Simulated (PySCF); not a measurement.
**C3H4B2F4: electronic excitations**

What electronic excitations should C3H4B2F4 (`FB(F)[C@@H]1C[C@H]1B(F)F`) show?

Programs: PySCF 2.14.0, with density-fitted response routines of our own. Each step states its level of theory. These are calculated values for one molecule in the gas phase, unless marked as measured. Atoms are numbered from 0 throughout.

## (1) The starting structure

13 atoms, charge 0, multiplicity 1; geometry from: GFN2-xTB.

Bonds of the start (Å): F0–B1 1.32, B1–F2 1.32, B1–C3 1.55, C3–C4 1.50, C4–C5 1.50, C5–B6 1.55, B6–F7 1.32, B6–F8 1.32, C5–C3 1.54, C3–H9 1.08, C4–H10 1.08, C4–H11 1.08, C5–H12 1.08.

## (2) TDDFT and polarisability: B3LYP/def2-SVPD

What the job is given:

```
{"job": {"kind": "uv", "xc": "B3LYP", "basis": "def2-SVPD", "nstates": 8, "ntriplets": 3}, "charge": 0, "multiplicity": 1}
F     -2.352939     1.198487    -0.675529
B     -1.977747    -0.056965    -0.526106
F     -2.854686    -0.938940    -0.959859
C     -0.616825    -0.457193     0.101810
C      0.015446     0.380642     1.176887
C      0.612566     0.425016    -0.201534
B      1.962998    -0.275517    -0.504984
F      2.821983     0.176081    -1.395742
F      2.349100    -1.375595     0.111799
H     -0.405907    -1.518076     0.162760
H     -0.511359     1.260468     1.512155
H      0.560119    -0.139385     1.949793
H      0.392860     1.321463    -0.769178
```

Level: TDDFT B3LYP/def2-SVPD, vertical, gas phase, core orbitals frozen in the response.

Command:

```
$ OMP_NUM_THREADS=1 python probes_run.py task.json out
```

One launch serves the whole session: the jobs run in the order shown.

Predict these results of the whole session: lowest singlet (B3LYP/def2-SVPD); brightest single state of those computed; lowest triplet; surface potential, 1st and 99th percentile.

**Answer**, as computed:

| quantity | value |
| --- | --- |
| lowest singlet (B3LYP/def2-SVPD) | 7.44 eV (167 nm), f = 0.028 |
| brightest single state of those computed | state 2, 7.54 eV, f = 0.239 |
| lowest triplet | 6.56 eV |
| surface potential, 1st and 99th percentile | -0.65 V and 1.97 V |

The first singlet state (HOMO−1→LUMO 0.95) lies at 7.44 eV and is weak; of the 8 states computed, the strongest absorption comes from state 2 at 7.54 eV. The lowest triplet lies 0.88 eV below the lowest singlet (triplets in Tamm-Dancoff, singlets in full TDDFT). At B3LYP/def2-SVPD, counted by nearest atom on the grid, the HOMO lies on C3, C5 about 32 % each; C4 7 %, the LUMO on B1, B6 about 27 % each; C3, C4, C5 about 7 % each.
